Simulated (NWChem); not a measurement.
# GaHOF (SMILES [OH][Ga][F]): UPBE0/6-31G(d) (spherical functions)

Aim: the vertical ionisation energy of GaHOF at UPBE0/6-31G* (spherical functions), from 2 runs. 

Program for the calculation: NWChem 7.3.0.

2 further runs of the same task are left out: 1 that didn't finish, 1 set aside as unsound or not needed.

### 1 The molecule

The species is GaHOF (4 atoms), meant as a doublet with charge 0. As SMILES, `[OH][Ga][F]`. Geometry: relaxed at PBE0-D4/def2-TZVP.

Bond lengths: O1–Ga2 1.795 Å, Ga2–F3 1.759 Å, O1–H4 0.961 Å. Angles: O1–Ga2–F3 114.7°, Ga2–O1–H4 113.8°.

### 2 A single-point energy at UPBE0/6-31G(d) (spherical functions)

fgaho.nw

```
start fgaho
memory 2200 mb
charge 0

geometry units au noautosym nocenter noautoz
 O     -1.75461071     0.11565124    -0.62984572
 Ga     1.51631624     0.40496831     0.22185385
 F      2.74029185    -2.16940559     1.93318983
 H     -2.39692862     1.53502453    -1.56355940
end

basis "ao basis" spherical bse
 * library 6-31G*
end

dft
 xc pbe0
 mult 2
 grid medium
 convergence energy 1e-08
 iterations 100
 mulliken
 print low
end

task dft
```

On the command line:

```
$ nwchem fgaho.nw > fgaho.out
```

Standard output (excerpt; [...] marks lines left out):

```text
[...]
 d= 0,ls=0.0,diis     1  -2099.7064141471 -2.28D+03  1.53D-02  2.48D-01     1.3
[...]
 d= 0,ls=0.0,diis    12  -2099.8364395626 -1.46D-09  3.91D-07  2.07D-10    10.3
[...]
         Total DFT energy =    -2099.836439562575
      One electron energy =    -3290.826944228102
           Coulomb energy =     1102.725982735426
    Exchange-Corr. energy =      -94.104345585026
 Nuclear repulsion energy =      182.368867515126
[...]
      Total Density - Mulliken Population Analysis
     ---------------------------------------------
    Atom       Charge   Shell Charges
 -----------   ------   -------------------------------------------------------
    1 O    8     8.70   2.00  0.91  2.86  0.98  1.93  0.02
    2 Ga  31    30.32   2.00  2.00  6.00  2.00  5.99  1.13  0.85  0.12  0.09  6.83  2.94  0.37
    3 F    9     9.43   2.00  0.93  3.27  1.05  2.18  0.01
    4 H    1     0.56   0.47  0.09
[...]
      <S2> =      0.7535 (Exact =     0.7500)
[...]
```

It took 11 s on 1 thread of Intel Xeon Platinum 8488C (Sapphire Rapids), shared host; peak memory 0.11 GiB.

### 3 The singlet cation

work.xyz

```xyz
4
FGaHO
O     -0.928500     0.061200    -0.333300
Ga     0.802400     0.214300     0.117400
F      1.450100    -1.148000     1.023000
H     -1.268400     0.812300    -0.827400
```

work.nw

```
start work
title "FGaHO"
memory stack 880 mb heap 220 mb global 1100 mb
charge 1

geometry units angstrom noautosym nocenter noautoz
  load format xyz work.xyz
end

basis spherical bse
  * library 6-31G*
end

dft
  xc pbe0
  grid medium
  convergence energy 1e-08
  maxiter 100
  mulliken
  noprint "final vectors analysis"
end

task dft energy
```

On the command line:

```
$ nwchem work.nw > work.out
```

Standard output (excerpt; [...] marks lines left out):

```text
[...]
          Wavefunction type:  closed shell.
          No. of atoms     :     4
          No. of electrons :    48
[...]
          Charge           :     1
          Spin multiplicity:     1
[...]
          AO basis - number of functions:    62
[...]
              XC Information
              --------------
                         PBE0 Method XC Functional
                     Hartree-Fock (Exact) Exchange  0.250
          PerdewBurkeErnzerhof Exchange Functional  0.750
            Perdew 1991 LDA Correlation Functional  1.000 local
           PerdewBurkeErnz. Correlation Functional  1.000 non-local
[...]
 d= 0,ls=0.0,diis     1  -2099.0674290783 -2.28D+03  3.93D-02  7.37D+00     1.2
[...]
 d= 0,ls=0.0,diis    12  -2099.4875123685 -7.85D-09  1.00D-06  2.12D-09     8.7
         Total DFT energy =    -2099.487512368541
      One electron energy =    -3275.744983788898
           Coulomb energy =     1087.633933137782
    Exchange-Corr. energy =      -93.745342442318
 Nuclear repulsion energy =      182.368880724892
[...]
      Total Density - Mulliken Population Analysis
     ---------------------------------------------
    Atom       Charge   Shell Charges
 -----------   ------   -------------------------------------------------------
    1 O    8     8.52   2.00  0.94  2.82  0.97  1.78  0.02
    2 Ga  31    29.70   2.00  2.00  6.00  2.00  5.99  0.94  0.69 -0.07  0.02  6.85  2.94  0.34
    3 F    9     9.29   2.00  0.95  3.23  1.04  2.06  0.01
    4 H    1     0.49   0.45  0.04
[...]
```

Wall time 9.3 s (1 thread of Intel Xeon Platinum 8488C (Sapphire Rapids), shared host); peak memory 0.11 GiB.

### 4 Outcome

Level: UPBE0/6-31G* (spherical functions).

| quantity | value |
| --- | --- |
| doublet GaHOF: total energy | -2099.83644 Eh |
| doublet GaHOF: ⟨S²⟩ | 0.753 |
| singlet cation: total energy | -2099.48751 Eh |
| vertical ionisation energy (to the singlet cation) | 9.495 eV |

**Reading.** Removing an electron at fixed nuclei costs 9.49 eV (219 kcal/mol). Only the singlet of the ionised species was computed; a triplet could lie lower. Mulliken charges (doublet GaHOF) run from -0.70 on O1 to +0.68 on Ga2; they depend strongly on the basis. Mulliken charges (singlet cation) run from -0.52 on O1 to +1.30 on Ga2.
